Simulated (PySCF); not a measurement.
# NBrO (nitrosyl bromide) at 6 levels

Aim: a comparison of 6 runs (HF/STO-3G, HF/3-21G, B3LYP/6-31G*, B3LYP/def2-TZVP, PBE/def2-TZVP, CCSD(T)/def2-TZVP) of NBrO (nitrosyl bromide). Input form: a Python script.

Program for the calculation: PySCF 2.14.0.

3 further runs of the same task are left out: 3 set aside as unsound or not needed.

**1. The structure to begin with**

NBrO has 3 atoms, charge 0, and is taken as a singlet. As SMILES, `O=NBr`. Geometry: relaxed at PBE0-D4/def2-TZVP.

Bond lengths: O1–N2 1.126 Å, N2–Br3 2.117 Å. Angles: O1–N2–Br3 114.9°.

**2. The energy at HF/STO-3G (run 1)**

job.py

```python
# nitrosyl bromide
from pyscf import gto, scf

system = gto.Mole()
system.atom = '''
O      1.779706    -1.222275     0.847599
N     -0.084924    -1.202773    -0.175612
Br    -1.694782     2.425048    -0.671968
'''
system.unit = 'bohr'
system.max_memory = 1860
system.spin = 0
system.basis = 'sto-3g'
system.charge = 0
system.verbose = 4
system.build()

mf = scf.RHF(system)
mf.conv_tol = 1e-10
mf.kernel()
if not mf.converged:
    mf = mf.newton().run(mf.mo_coeff, mf.mo_occ)

e_final = mf.e_tot
print(f'total energy: {e_final:.8f} hartree')
```

The run is started by

```bash
OMP_NUM_THREADS=1 python job.py
```

Log:

```text
PySCF version 2.14.0

[... 61 lines left out ...]
converged SCF energy = -2672.14257071734
total energy: -2672.14257072 hartree
```

Wall time 0.66 s (1 thread of Arm Neoverse V1, shared host); peak memory 0.1 GiB.

**3. The energy at HF/3-21G (run 2)**

input.py

```python
from pyscf import gto

mol = gto.M(
    atom='O 0.941780 -0.646800 0.448530; N -0.044940 -0.636480 -0.092930; Br -0.896840 1.283280 -0.355590',
    verbose=3,
    max_memory=1860,
    basis='3-21g',
    charge=0,
)

mf = mol.RHF()
mf.conv_tol = 1e-10
mf.kernel()
if not mf.converged:
    mf = mf.newton().run(mf.mo_coeff, mf.mo_occ)

e_tot = mf.e_tot
print('E = %.10f Eh' % e_tot)
```

The run is started by

```bash
OMP_NUM_THREADS=1 python input.py
```

Log:

```text
converged SCF energy = -2688.50566308936
E = -2688.5056630894 Eh
```

Wall time 0.81 s (1 thread of Arm Neoverse V1, shared host); peak memory 0.12 GiB.

Runs 3 to 4 aren't shown in full; the table further down has their settings and results.

**4. The energy at PBE/def2-TZVP (run 5)**

input.py

```python
from pyscf import gto, dft

mol = gto.Mole()
mol.atom = '''
O    0.941780  -0.646800   0.448530
N   -0.044940  -0.636480  -0.092930
Br  -0.896840   1.283280  -0.355590
'''
mol.spin = 0
mol.verbose = 3
mol.basis = 'def2-tzvp'
mol.max_memory = 1860
mol.build()

mf = dft.RKS(mol, xc='pbe')
mf.grids.level = 5
mf.conv_tol = 1e-10
mf.kernel()
if not mf.converged:
    mf = mf.newton().run(mf.mo_coeff, mf.mo_occ)

e_tot = mf.e_tot
print(f'total energy: {e_tot:.8f} hartree')
```

The run is started by

```bash
OMP_NUM_THREADS=1 python input.py
```

Log:

```text
converged SCF energy = -2703.60782434529
total energy: -2703.60782435 hartree
```

Wall time 16 s (1 thread of Arm Neoverse V1, shared host); peak memory 0.57 GiB.

**5. A single-point energy at CCSD(T)/def2-TZVP (run 6)**

input.py

```python
from pyscf import gto, scf, cc

molecule = gto.M(
    atom=[
    ('O', (0.941780, -0.646800, 0.448530)),
    ('N', (-0.044940, -0.636480, -0.092930)),
    ('Br', (-0.896840, 1.283280, -0.355590)),
],
    basis='def2-tzvp',
    verbose=3,
    charge=0,
    max_memory=1860,
)

hf = scf.RHF(molecule)
hf.conv_tol = 1e-10
hf.kernel()
if not hf.converged:
    hf = hf.newton().run(hf.mo_coeff, hf.mo_occ)

mycc = cc.CCSD(hf, frozen=11)
mycc.kernel()
e_t = mycc.ccsd_t()
e_tot = mycc.e_tot + e_t
print('E = %.10f Eh' % e_tot)
```

The run is started by

```bash
OMP_NUM_THREADS=1 python input.py
```

Log:

```text
converged SCF energy = -2701.67724369226
E(CCSD) = -2702.390407387627  E_corr = -0.7131636953718604
CCSD(T) correction = -0.036552088340179
E = -2702.4269594760 Eh
```

Wall time 1.9 min (1 thread of Arm Neoverse V1, shared host); peak memory 0.81 GiB.

**6. The series**

```
run                               level  integration grid  frozen core orbitals   energy (Eh)  dipole moment (D) of the reference  HOMO energy (eV)  LUMO energy (eV)  wall time
  1                           HF/STO-3G                 –                     –  -2672.142571                                1.68             -7.96              4.75     0.66 s
  2                            HF/3-21G                 –                     –  -2688.505663                                1.55            -10.62              1.39     0.81 s
  3  B3LYP/6-31G* (spherical functions)                 5                     –  -2703.766553                                1.98             -7.80             -3.85      7.5 s
  4                     B3LYP/def2-TZVP                 5                     –  -2704.137849                                1.81             -7.93             -3.98       19 s
  5                       PBE/def2-TZVP                 5                     –  -2703.607824                                1.74             -6.91             -4.78       16 s
  6                   CCSD(T)/def2-TZVP                 –                    11  -2702.426959                                2.07            -10.90              1.09    1.9 min
```

**7. What came out**

| quantity | value |
| --- | --- |
| run 6: total energy | -2702.42696 Eh |
| run 6: dipole moment (Hartree–Fock density) | 2.07 D |
| run 6: HOMO energy (Hartree–Fock orbitals) | -10.90 eV |
| run 6: LUMO energy (Hartree–Fock orbitals) | 1.09 eV |
| run 6: HOMO–LUMO gap (Hartree–Fock orbitals) | 11.99 eV |
| run 6: correlation energy (11 core orbitals frozen) | -749.7 mEh |
| run 6: (T) correction | -36.55 mEh |
| run 6: T1 diagnostic | 0.017 |

In words: Over runs 1, 2, 3, 4, 5 the dipole moment (its size) runs from 1.55 D (HF/3-21G) to 1.98 D (B3LYP/6-31G*). The two ends differ in method and basis. Over runs 1, 2, 3, 4, 5 the HOMO–LUMO gap runs from 2.13 eV (PBE/def2-TZVP) to 12.71 eV (HF/STO-3G). Totals of different functionals can't be ranked against each other. In run 1 the basis is minimal, so the values are rough. All runs together took 2.6 min, the longest 1.9 min.
